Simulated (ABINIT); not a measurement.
A calculation with ABINIT 10.8.3 (patched build) of GaGe (native input, structure from a POSCAR):

The input run.abi:

```
pp_dirpath "./"
pseudos "Ge.GGA_PBE-JTH.xml, Ga.GGA_PBE-JTH.xml"

structure "poscar:POSCAR"
natom 2

ecut 22.0
pawecutdg 44.0

kptopt 1
ngkpt 8 8 8
nshiftk 1
shiftk 0.0 0.0 0.0

ixc 11

nband 18
occopt 3
tsmear 0.00183747

nstep 100
tolvrs 1.0e-9

iomode 3
prtwf 0
prtden 0
prteig 0
prtebands 0
```

POSCAR

```
GaGe
1.0
    0.0000000000      2.8978440000      2.8978440000
    2.8978440000      0.0000000000      2.8978440000
    2.8978440000      2.8978440000      0.0000000000
Ge Ga
1 1
Direct
    0.0000000000      0.0000000000      0.0000000000  Ge
    0.2500000000      0.2500000000      0.2500000000  Ga
```

Potentials or basis: JTH PAW PBE v2.0.

The run is started by

```sh
$ abinit run.abi > log 2>&1
```

The cell comes from a database or a generator and needn't be the stable form of this composition.

Write the same calculation in another form: ASE script, Cartesian positions.

As run:

File run.py:

```python
import json, os
import numpy as np
from ase.units import GPa
from ase.calculators.abinit import Abinit, AbinitProfile
from ase.io import read

atoms = read('GaGe.xyz')

profile = AbinitProfile(command='abinit', pp_paths=[os.path.abspath('pseudos')])
params = dict(
    pps='pawxml', xc='PBE',
    ecut=598.6505,
    pawecutdg=1197.301,
    kptopt=1,
    ngkpt=[8, 8, 8],
    nshiftk=1,
    shiftk=[0.0, 0.0, 0.0],
    ixc=11,
    nband=18,
    occopt=3,
    tsmear=0.05,
    nstep=100,
    tolvrs=1e-09,
    prtwf=0,
    prtden=0,
)

atoms.calc = Abinit(profile=profile, directory='run', **params)
energy = atoms.get_potential_energy()
forces = atoms.get_forces()
stress = atoms.get_stress()
print(f'energy {energy:.6f} eV')
print('forces (eV/A)')
print(np.round(forces, 5))
print('stress (GPa, Voigt, tension positive)', np.round(stress / GPa, 4))
json.dump(dict(energy=energy, forces=forces.tolist(), stress=stress.tolist(), cell=atoms.cell.tolist(), frac=atoms.get_scaled_positions(wrap=False).tolist()), open('results.json', 'w'))
```

Contents of GaGe.xyz:

```xyz
2
Lattice="0.0000000000 2.8978440000 2.8978440000 2.8978440000 0.0000000000 2.8978440000 2.8978440000 2.8978440000 0.0000000000" Properties=species:S:1:pos:R:3 pbc="T T T"
Ge     0.0000000000      0.0000000000      0.0000000000
Ga     1.4489220000      1.4489220000      1.4489220000
```

Potentials or basis: JTH PAW PBE v2.0.

Launch:

```console
$ python run.py
```

Both were run:

|  | native input, structure from a POSCAR | ASE script, Cartesian positions |
| --- | --- | --- |
| Pressure | 0.0 GPa | 0.0 GPa |
| Band gap on the k mesh | none (metal or under the smearing width) | none (metal or under the smearing width) |
| Valence electrons inside the program's atomic spheres | Ge 12.30; Ga 11.04 | Ge 12.30; Ga 11.04 |

Keys that steer only the numerical path or the files written may differ.
